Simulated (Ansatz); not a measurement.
# HOTi: the cost of one run

Method: def2-TZVPP, core rule «outside noble gas», up to 10 orbitals frozen; program: Ansatz 0.2.0, Gaussian basis.

To be run: UHF; ROHF; CCSD(T) on UHF.

### 1 The system

The geometry is a PBE0/def2-TZVP stationary point (not a proven minimum) of the parent state, kept for this charge and spin.

3 atoms, charge 1, spin multiplicity 3.

Atoms are counted from 1 here; the program's logs count them from 0.

Bond lengths: Ti1–O2 1.831 Å, O2–H3 0.957 Å. Angles: Ti1–O2–H3 136.2°.

### 2 UHF

File in.yaml:

```yaml
crystal:
  periodic: [false, false, false]
  atoms:
    - {symbol: Ti, position_ang: [0.000000, -0.139457, 1.461137]}
    - {symbol: O, position_ang: [0.000000, -0.241665, -0.367054]}
    - {symbol: H, position_ang: [0.000000, 0.381123, -1.094084]}
basis:
  gaussian: {orbitals: def2-TZVPP}
total_charge: 1
magnetization: {spin_polarized: true, initial_magnetization: 2}
hamiltonian: {xc: hf}
output: {orbitals: {seedname: orbitals}}
```

Command:

```console
$ ansatz run in.yaml --threads 1 --pin off --events-out ev --progress --plain --max-ram 4096MiB --backend cpu
```

What time and memory should one allow on 1 thread of AMD EPYC 7R13, shared host?

About 14 s, with a peak of 0.28 GiB.
